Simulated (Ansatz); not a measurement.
# PdCl (CsCl type): how the settings move a single-point run

Aim: see which settings change the result for PdCl (CsCl type), by how much, and at what cost.

Computed with Ansatz 0.2.0 (reference: DFT, PBE, norm-conserving pseudopotentials, Ansatz's default files, scalar-relativistic, unless a step's input says otherwise).

2 further runs of the same task are left out: 2 set aside as unsound or not needed. Runs told in other sessions of the task aren't counted.

### Step 1. The system as given

It takes space group Pm-3m (No. 221, cubic). The conventional cell has a = 2.661 Å, b = 2.661 Å, c = 2.661 Å, α = 90.00°, β = 90.00°, γ = 90.00°. Around Pd (site symmetry m-3m) lie 8 Cl at 2.30 Å. Cl (site symmetry m-3m) has 8 Pd at 2.30 Å in its first shell of neighbours.

Structure file:

```
CELL_PARAMETERS angstrom
2.66080 0.00000 0.00000
0.00000 2.66080 0.00000
0.00000 0.00000 2.66080
ATOMIC_POSITIONS crystal
Pd 0.00000 0.00000 0.00000
Cl 0.50000 0.50000 0.50000
```

### Step 2. Reference

Contents of input.yaml:

```yaml
crystal:
  lattice:
    - [2.660804171, 0.0, 0.0]
    - [0.0, 2.660804171, 0.0]
    - [0.0, 0.0, 2.660804171]
  atoms:
    - { symbol: Pd, position: [0.0, 0.0, 0.0] }
    - { symbol: Cl, position: [0.5, 0.5, 0.5] }
kpoints:
  mp_grid: { grid: [15, 15, 15] }
scf:
  occupations: { method: fermi_dirac, width: 0.08 }
hamiltonian:
  xc: pbe
  pseudopotentials: { kind: nc }
output:
  forces: true
  stress: true
  eigenvalues: true
```

Started as:

```bash
$ ansatz run input.yaml --threads 1 --pin off --max-ram 2048MiB --backend cpu --events-out ev --progress --plain --runs-dir out
```

### Step 3. Changed: hubbard.sites [{species: Pd, l: d, u_eff: 6.0}], hubbard.double_counting fll

Edit input.yaml of step 2 so:

```diff
@@ -15,2 +15,3 @@
   pseudopotentials: { kind: nc }
+  hubbard: { sites: [{ species: Pd, l: d, u_eff: 6.0 }], double_counting: fll }
 output:
```

**Question.** What will these runs give? Wanted: for each run, ending; energy change; pressure; gap; force.

As calculated:

```tsv
run	ending	energy change	pressure (GPa)	gap (eV)	force (eV/Å)	cycles	time
reference	converged	0	219.4	0.00	0.00	7	3.7 s
1: hubbard.sites [{species: Pd, l: d, u_eff: 6.0}], hubbard.double_counting fll	converged	+897.4 meV/atom (Hubbard term changed: no physical gain or loss)	222.1	0.00	0.00	7	4.4 s
```

Residual by cycle in the longest SCF loop of each run; runs are numbered as in the table. The quantity is the density residual dr2, in eV.

```tsv
cycle	reference	run 1
1	0.244	0.129
2	0.0602	0.0178
3	0.00705	0.0328
4	1.8e-4	1.5e-4
5	4.6e-6	3.9e-6
6	2.8e-7	1.0e-7
7	1.3e-9	2.7e-10
```

**Reading.** Changing the Hubbard U and double counting of the Hubbard term moves the energy by +897.4 meV/atom, and the pressure goes from 219.4 to 222.1 GPa. The U term adds an energy of its own, so the shift says nothing about which run is better. A changed U is a change of model: its shifts are not errors of convergence. The structure is not at rest: the sound run finds 219 GPa, so these are no properties of the relaxed crystal. 
